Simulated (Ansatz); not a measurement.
**C3H9InO: small, medium and large basis sets**

One table from this session's results is given with a row withheld; the runs are named, their logs left out.

The runs use Ansatz 0.2.0, Gaussian basis; one geometry, several basis sets.

The runs, in order: PBE0-D4/def2-SVP; ωB97M-V/def2-SVP; PBE0-D4/def2-QZVPP; ωB97M-V/def2-QZVPP; the functionals' def2-TZVPP values are taken from earlier runs.

### The geometry

The geometry comes from an earlier relaxation with PBE0-D4 in a triple-zeta def2 set; it is a stationary point, not always the lowest conformer. In takes the def2 core potential; no spin-orbit term is included.

14 atoms, charge 0, spin multiplicity 1.

Atoms are counted from 1 here; the program's logs count them from 0.

Bond lengths: C1–C2 1.492 Å, C1–H6 1.094 Å, C1–H7 1.094 Å, C1–H8 1.088 Å, C2–C3 1.494 Å, C2–O4 1.220 Å, C3–H9 1.089 Å, C3–H10 1.094 Å, C3–H11 1.094 Å, O4–In5 2.364 Å, In5–H12 1.740 Å, In5–H13 1.740 Å, In5–H14 1.723 Å. Angles: C2–C1–H6 109.4°, C2–C1–H7 109.4°, C2–C1–H8 110.9°, H6–C1–H7 106.5°, H6–C1–H8 110.3°, H7–C1–H8 110.3°, C1–C2–C3 118.5°, C1–C2–O4 120.1°, C3–C2–O4 121.4°, C2–C3–H9 112.8°, C2–C3–H10 108.7°, C2–C3–H11 108.8°, H9–C3–H10 110.0°, H9–C3–H11 110.1°, H10–C3–H11 106.3°, C2–O4–In5 127.2°, O4–In5–H12 94.7°, O4–In5–H13 94.8° and more.

The first run:

File in.yaml:

```yaml
crystal:
  periodic: [false, false, false]
  atoms:
    - {symbol: C, position_ang: [-1.733984, 0.908719, 0.914661]}
    - {symbol: C, position_ang: [-0.533547, 0.281331, 0.289699]}
    - {symbol: C, position_ang: [0.701610, 0.128537, 1.116069]}
    - {symbol: O, position_ang: [-0.573299, -0.093844, -0.870777]}
    - {symbol: In, position_ang: [1.166395, -1.117406, -2.101850]}
    - {symbol: H, position_ang: [-1.476513, 1.911099, 1.270054]}
    - {symbol: H, position_ang: [-2.026609, 0.332275, 1.797543]}
    - {symbol: H, position_ang: [-2.558611, 0.959494, 0.207147]}
    - {symbol: H, position_ang: [0.580580, 0.508827, 2.128827]}
    - {symbol: H, position_ang: [1.525144, 0.647292, 0.616722]}
    - {symbol: H, position_ang: [0.977949, -0.929546, 1.143285]}
    - {symbol: H, position_ang: [1.349764, -2.456213, -1.004934]}
    - {symbol: H, position_ang: [2.284744, 0.200276, -1.896413]}
    - {symbol: H, position_ang: [0.303476, -1.309941, -3.581232]}
basis:
  gaussian: {orbitals: def2-SVP}
hamiltonian: {xc: pbe0, dispersion: d4}
output: {orbitals: {seedname: orbitals}}
```

The run is started by

```bash
ansatz run in.yaml --threads 4 --pin off --events-out ev --progress --plain --max-ram 11315MiB
```

Among the steps run: PBE0-D4 in def2-SVP; ωB97M-V in def2-SVP; PBE0-D4 in def2-QZVPP; ωB97M-V in def2-QZVPP.

One of the session's tables, all rows but one given; the rest of the session is left out.

It belongs to the step «Density functionals: the series». 

| functional | basis | HOMO (eV) |
| --- | --- | --- |
| PBE0-D4 | def2-SVP | -7.23 |
| PBE0-D4 | def2-TZVPP | -7.28 |
| PBE0-D4 | def2-QZVPP | -7.28 |
| ωB97M-V | def2-SVP | ? |
| ωB97M-V | def2-TZVPP | -9.48 |
| ωB97M-V | def2-QZVPP | -9.48 |

**Question.** Estimate the row for ωB97M-V, def2-SVP.

The run gave: HOMO (eV): -9.38. In the column «HOMO (eV)» it lies between ωB97M-V, def2-QZVPP (-9.48) and PBE0-D4, def2-TZVPP (-7.28).
